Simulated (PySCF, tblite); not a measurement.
**C7H11N: dynamics, then NMR shifts on frames**

Aim: move C7H11N (`[H]/N=C\C[C@H]1CCC1=C`) away from its starting geometry and see how NMR shifts follow the geometry.

The runs use tblite 0.8.0 and PySCF 2.14.0, with density-fitted response routines of our own; the level of theory stands in each step. All values are computed, except where a source is named. Atoms count from 0, in the outputs and in this text.

**1. The molecule as given**

19 atoms, charge 0, multiplicity 1; geometry from: GFN2-xTB.

Bonds of the start (Å): C0–C1 1.32, C1–C2 1.50, C2–C3 1.54, C3–C4 1.54, C4–C5 1.53, C5–C6 1.50, C6–N7 1.25, C4–C1 1.51, C0–H8 1.08, C0–H9 1.08, C2–H10 1.09, C2–H11 1.09, C3–H12 1.09, C3–H13 1.09, C4–H14 1.09, C5–H15 1.09, C5–H16 1.09, C6–H17 1.09, N7–H18 1.02.

**2. Dynamics with GFN2-xTB**

Job settings and geometry (Å):

```
{"job": {"kind": "md", "xc": "GFN2-xTB", "basis": "xTB", "temperature": 400, "steps": 2000, "every": 50, "frames": 5}, "charge": 0, "multiplicity": 1}
C     -2.028578    -1.011725     1.233172
C     -1.234268    -0.046295     0.821708
C     -1.454215     1.387040     0.419591
C      0.033965     1.475250     0.032931
C      0.244710     0.027345     0.524503
C      0.759448    -0.967957    -0.514766
C      2.192294    -0.696389    -0.861118
N      2.703001    -0.531026    -1.992947
H     -3.085402    -0.853962     1.369698
H     -1.656737    -1.998465     1.454173
H     -1.747525     2.037701     1.242835
H     -2.160090     1.527263    -0.398391
H      0.207208     1.599270    -1.034042
H      0.605400     2.229358     0.569224
H      0.863245    -0.037176     1.423804
H      0.691434    -1.976901    -0.097479
H      0.136658    -0.926416    -1.413009
H      2.872042    -0.631205    -0.014268
H      2.047604    -0.596459    -2.773082
```

Level: GFN2-xTB Langevin dynamics, gas phase.

Run with:

```bash
$ OMP_NUM_THREADS=1 python probes_run.py task.json out
```

This one command runs all jobs of the session in turn.

The log of the run:

```text
t/fs     T/K      E/eV
    0.0   325.0   -637.96020
   25.0   227.2   -637.41463
   50.0   257.0   -637.12270
   75.0   360.2   -637.43676
  100.0   481.6   -637.34115
  125.0   426.0   -636.93013
  150.0   399.1   -636.87550
  175.0   450.8   -637.16271
  200.0   346.6   -637.10656
  225.0   348.2   -637.11023
  250.0   340.7   -637.17510
  275.0   384.5   -637.17357
  300.0   449.5   -637.02166
  325.0   501.1   -636.89219
  350.0   435.2   -636.90115
  375.0   434.4   -636.71808
  400.0   553.1   -637.21401
  425.0   431.4   -637.10922
  450.0   482.6   -637.10566
  475.0   376.1   -637.02231
  500.0   505.9   -637.15298
  525.0   437.4   -637.11771
  550.0   372.2   -637.13806
  575.0   499.1   -637.38983
  600.0   383.5   -637.10144
  625.0   291.2   -637.13102
  650.0   355.3   -637.10953
  675.0   374.9   -637.29809
  700.0   358.3   -637.26388
  725.0   269.5   -636.97505
  750.0   344.2   -637.27383
  775.0   354.0   -636.93228
  800.0   406.5   -636.97586
  825.0   364.5   -637.06542
  850.0   364.0   -636.97817
  875.0   426.0   -637.09052
  900.0   335.1   -636.92827
  925.0   415.2   -637.16688
  950.0   429.7   -637.35197
  975.0   443.9   -637.35391
 1000.0   369.3   -637.18801
```

Wall time 9.9 s (1 thread of Arm Neoverse V2, shared host); peak memory 0.18 GiB.

Distance from the start (root mean square after alignment): 0 fs 0.00 Å, 200 fs 0.25 Å, 400 fs 0.31 Å, 600 fs 0.21 Å, 800 fs 0.33 Å, 1000 fs 0.36 Å.

Positions (Å) and forces (eV/Å) at 1000 fs:

```xyz
19

C    -1.103    0.821    1.796   -1.631    0.413    0.524
C    -0.384    1.020    0.711    0.090   -1.631    1.819
C    -0.411    2.157   -0.226    2.740   -0.683   -0.153
C     1.098    1.679   -0.564   -0.830    0.624   -0.225
C     0.938    0.369    0.290   -0.818    1.377   -0.214
C     0.910   -0.920   -0.518   -1.619   -0.877   -0.021
C     2.312   -1.141   -0.918    1.768   -0.405   -2.549
N     2.758   -1.141   -2.143   -1.602    0.205    2.374
H    -1.907    1.579    1.999    0.680   -0.924   -0.098
H    -1.126   -0.048    2.470    0.461    0.658   -0.516
H    -0.407    3.133    0.275   -0.573   -0.262   -0.621
H    -1.100    1.946   -1.036   -0.024    0.677   -0.036
H     1.292    1.593   -1.629    0.006   -0.420   -0.077
H     1.824    2.393   -0.187    0.070   -0.106    0.280
H     1.661    0.243    1.125   -0.451    0.251   -0.446
H     0.388   -1.787    0.040    1.197    1.135   -0.284
H     0.258   -0.839   -1.425    0.494    0.299    0.427
H     3.092   -1.217   -0.132   -0.635   -0.092   -0.528
H     1.974   -0.996   -2.816    0.677   -0.238    0.342
```

**3. Shielding tensors: 250 fs, PBE0/pcSseg-1**

Job settings and geometry (Å):

```
{"job": {"kind": "nmr", "xc": "PBE0", "basis": "pcSseg-1", "pop": false}, "charge": 0, "multiplicity": 1}
C     -1.868300    -1.539600     1.451700
C     -1.297500    -0.554800     0.876700
C     -1.722100     0.771300     0.233700
C     -0.276000     0.851400    -0.395200
C      0.201500    -0.409800     0.482400
C      0.801500    -1.609200    -0.220800
C      2.183900    -1.449500    -0.686200
N      2.616700    -1.743600    -1.852500
H     -2.883300    -1.422200     1.760100
H     -1.343000    -2.421300     1.698500
H     -1.923900     1.524500     0.968500
H     -2.604300     0.619800    -0.421100
H     -0.316600     0.530300    -1.448600
H      0.211600     1.777800    -0.268300
H      0.882100    -0.071400     1.263400
H      0.887800    -2.495800     0.416100
H      0.242200    -2.129100    -0.946100
H      2.831200    -0.991900    -0.025100
H      1.864700    -2.121100    -2.462300
```

With the program's defaults for keys left out, this is: GIAO PBE0/pcSseg-1 NMR shielding, non-relativistic, gas phase.

The log of the run:

```text
coarse grid: 15488 points
cycle   1  E = -327.4693499020  dE =  1.078e+00  |g| = 4.864e-01  |ddm| = 3.963e+00
cycle   2  E = -327.4406782111  dE =  2.867e-02  |g| = 6.248e-01  |ddm| = 1.069e+00
cycle   3  E = -327.5270918292  dE = -8.641e-02  |g| = 1.488e-01  |ddm| = 6.059e-01
cycle   4  E = -327.5319308727  dE = -4.839e-03  |g| = 3.786e-02  |ddm| = 1.385e-01
cycle   5  E = -327.5322616443  dE = -3.308e-04  |g| = 6.095e-03  |ddm| = 4.355e-02
cycle   6  E = -327.5322693725  dE = -7.728e-06  |g| = 2.191e-03  |ddm| = 9.228e-03
final grid: 148544 points
cycle   7  E = -327.5814693335  dE = -4.543e-05  |g| = 8.892e-03  |ddm| = 3.764e-02
cycle   8  E = -327.5814635913  dE =  5.742e-06  |g| = 1.021e-02  |ddm| = 1.969e-02
cycle   9  E = -327.5814896129  dE = -2.602e-05  |g| = 1.430e-03  |ddm| = 1.089e-02
cycle  10  E = -327.5814900845  dE = -4.716e-07  |g| = 2.902e-04  |ddm| = 1.314e-03
cycle  11  E = -327.5814901019  dE = -1.740e-08  |g| = 1.111e-04  |ddm| = 3.267e-04
cycle  12  E = -327.5814901045  dE = -2.635e-09  |g| = 3.665e-05  |ddm| = 1.303e-04
cycle  13  E = -327.5814901048  dE = -2.466e-10  |g| = 1.412e-05  |ddm| = 3.725e-05
converged SCF energy = -327.5814901048

GIAO shielding tensors (ppm)
atom      isotropic    diamagn.    paramagn.     s11        s22        s33       span
  0 C       78.776     253.050    -174.274    -36.085    103.627    168.786    204.871
  1 C       26.562     265.975    -239.413    -78.825     28.371    130.141    208.965
  2 C      154.408     248.889     -94.481    139.197    153.937    170.089     30.892
  3 C      157.728     247.669     -89.941    146.463    149.120    177.601     31.138
  4 C      144.289     249.130    -104.842    129.194    137.026    166.647     37.453
  5 C      142.140     246.659    -104.519    114.688    135.024    176.707     62.019
  6 C        4.489     253.044    -248.555   -124.510      8.760    129.216    253.726
  7 N     -110.441     321.233    -431.674   -448.666    -83.004    200.348    649.014
  8 H       26.890      29.665      -2.776     23.212     25.891     31.566      8.355
  9 H       26.802      32.495      -5.693     23.163     25.762     31.480      8.318
 10 H       29.252      30.456      -1.204     26.238     27.333     34.186      7.948
 11 H       28.646      29.951      -1.305     25.538     26.207     34.193      8.654
 12 H       29.340      31.719      -2.379     26.140     28.957     32.924      6.785
 13 H       30.070      32.046      -1.976     26.281     28.329     35.601      9.320
 14 H       28.684      33.118      -4.433     25.311     28.473     32.269      6.958
 15 H       29.076      31.130      -2.054     25.885     28.461     32.883      6.998
 16 H       30.680      34.997      -4.317     28.825     29.720     33.494      4.668
 17 H       24.491      31.022      -6.531     19.733     24.140     29.600      9.867
 18 H       20.787      33.792     -13.005      9.897     25.548     26.916     17.019
```

Run time: 21 s. Hardware: 1 thread of Arm Neoverse V2, shared host; peak memory 0.85 GiB.

Shifts follow as δ = σ(reference) − σ, with reference shieldings (ppm) from runs at the same level and on the same kind of geometry: ¹H TMS 31.72, ¹³C TMS 186.9, ¹⁵N NH3 267.7. The references are single molecules in the gas phase, so shifts against H2O, NH3, PH3, H3PO4 or CFCl3 are not on the usual liquid scales and can be off by tens of ppm. Each atom is listed at this fixed geometry, with no averaging over motion; a spectrum would average atoms that exchange fast.

```csv
atoms,environment,σ (ppm),δ (ppm)
C6,"carbon bonded to C, N, H",4.5,182.4
C1,carbon bonded to 3 C,26.6,160.4
C0,"carbon bonded to C, 2 H",78.8,108.1
C5,"carbon bonded to 2 C, 2 H",142.1,44.8
C4,"carbon bonded to 3 C, H",144.3,42.6
C2,"carbon bonded to 2 C, 2 H",154.4,32.5
C3,"carbon bonded to 2 C, 2 H",157.7,29.2
H18,hydrogen on a nitrogen bonded to C,20.79,10.93
H17,"hydrogen on a carbon bonded to C, N",24.49,7.23
H9,hydrogen on a carbon bonded to C,26.80,4.92
H8,hydrogen on a carbon bonded to C,26.89,4.83
H11,hydrogen on a carbon bonded to 2 C,28.65,3.07
H14,hydrogen on a carbon bonded to 3 C,28.68,3.03
H15,hydrogen on a carbon bonded to 2 C,29.08,2.64
H10,hydrogen on a carbon bonded to 2 C,29.25,2.46
H12,hydrogen on a carbon bonded to 2 C,29.34,2.38
H13,hydrogen on a carbon bonded to 2 C,30.07,1.65
H16,hydrogen on a carbon bonded to 2 C,30.68,1.04
N7,"nitrogen bonded to C, H",-110.4,378.2
```

Ring of atoms C1, C2, C3, C4: NICS(0) 2.3, NICS(1) -0.8, NICS(1)zz 3.2 ppm (means of both faces).

**4. Nuclear shieldings: 425 fs, PBE0/pcSseg-1**

Job settings and geometry (Å):

```
{"job": {"kind": "nmr", "xc": "PBE0", "basis": "pcSseg-1", "pop": false}, "charge": 0, "multiplicity": 1}
C     -1.932700    -1.375100     1.754300
C     -1.151600    -0.613400     1.014500
C     -1.422100     0.530300     0.224000
C      0.083300     0.558300    -0.226600
C      0.361900    -0.622000     0.729000
C      0.927300    -1.870100     0.117500
C      2.345300    -1.679500    -0.392400
N      2.919500    -2.316600    -1.344900
H     -2.984500    -1.550300     1.952500
H     -1.406900    -2.185900     2.292100
H     -1.624800     1.387500     0.882300
H     -2.216400     0.362900    -0.458000
H      0.116600     0.266100    -1.288500
H      0.644400     1.427800    -0.054800
H      0.991000    -0.197200     1.566300
H      0.985700    -2.556400     0.916700
H      0.227400    -2.199800    -0.746500
H      2.989100    -1.018700     0.164800
H      2.400200    -3.077400    -1.793700
```

Level: GIAO PBE0/pcSseg-1 NMR shielding, non-relativistic, gas phase.

The log of the run:

```text
coarse grid: 15488 points
cycle   1  E = -327.4632058903  dE =  1.112e+00  |g| = 4.935e-01  |ddm| = 3.984e+00
cycle   2  E = -327.4200508656  dE =  4.316e-02  |g| = 6.795e-01  |ddm| = 1.179e+00
cycle   3  E = -327.5227396736  dE = -1.027e-01  |g| = 1.508e-01  |ddm| = 7.023e-01
cycle   4  E = -327.5278339720  dE = -5.094e-03  |g| = 3.779e-02  |ddm| = 1.470e-01
cycle   5  E = -327.5281588238  dE = -3.249e-04  |g| = 8.193e-03  |ddm| = 4.778e-02
cycle   6  E = -327.5281708125  dE = -1.199e-05  |g| = 4.011e-03  |ddm| = 1.207e-02
cycle   7  E = -327.5281745120  dE = -3.699e-06  |g| = 9.511e-04  |ddm| = 3.964e-03
final grid: 148544 points
cycle   8  E = -327.5755303704  dE = -4.588e-05  |g| = 8.230e-03  |ddm| = 4.024e-02
cycle   9  E = -327.5755276232  dE =  2.747e-06  |g| = 9.053e-03  |ddm| = 1.732e-02
cycle  10  E = -327.5755478608  dE = -2.024e-05  |g| = 1.190e-03  |ddm| = 9.027e-03
cycle  11  E = -327.5755481666  dE = -3.058e-07  |g| = 3.473e-04  |ddm| = 1.125e-03
cycle  12  E = -327.5755481915  dE = -2.490e-08  |g| = 9.884e-05  |ddm| = 3.443e-04
cycle  13  E = -327.5755481935  dE = -2.004e-09  |g| = 3.807e-05  |ddm| = 1.302e-04
cycle  14  E = -327.5755481938  dE = -3.006e-10  |g| = 1.230e-05  |ddm| = 4.080e-05
converged SCF energy = -327.5755481938

GIAO shielding tensors (ppm)
atom      isotropic    diamagn.    paramagn.     s11        s22        s33       span
  0 C       74.802     249.994    -175.193    -26.157     79.473    171.089    197.246
  1 C       27.063     262.852    -235.789    -80.638     18.786    143.043    223.681
  2 C      160.405     247.161     -86.755    148.297    156.044    176.875     28.577
  3 C      161.649     248.455     -86.806    142.713    156.947    185.287     42.574
  4 C      143.398     254.045    -110.647    136.199    136.884    157.112     20.914
  5 C      133.660     249.470    -115.809    112.337    132.552    156.091     43.754
  6 C        2.009     248.811    -246.801   -122.646     11.921    116.754    239.400
  7 N     -130.144     316.154    -446.298   -503.855   -112.819    226.242    730.097
  8 H       25.622      29.434      -3.811     23.979     25.252     27.636      3.657
  9 H       26.911      30.376      -3.465     24.090     24.895     31.748      7.658
 10 H       28.534      29.650      -1.116     25.002     26.882     33.717      8.715
 11 H       29.521      31.221      -1.700     26.142     27.421     35.001      8.859
 12 H       29.726      31.795      -2.070     26.917     28.896     33.363      6.446
 13 H       30.288      32.744      -2.456     27.114     27.997     35.753      8.639
 14 H       27.609      32.361      -4.752     24.649     26.647     31.531      6.882
 15 H       29.488      31.193      -1.705     25.638     29.220     33.607      7.969
 16 H       28.303      30.969      -2.667     25.232     28.962     30.714      5.482
 17 H       23.624      28.961      -5.337     20.172     22.193     28.508      8.336
 18 H       19.460      32.211     -12.752      6.917     25.490     25.972     19.055
```

It took 21 s on 1 thread of Arm Neoverse V2, shared host; peak memory 0.87 GiB.

In short: δ C6 184.9, C1 159.9, C0 112.1, C5 53.3, H18 12.26, H17 8.09 ppm.

(Part 1 of 2 ends here.)
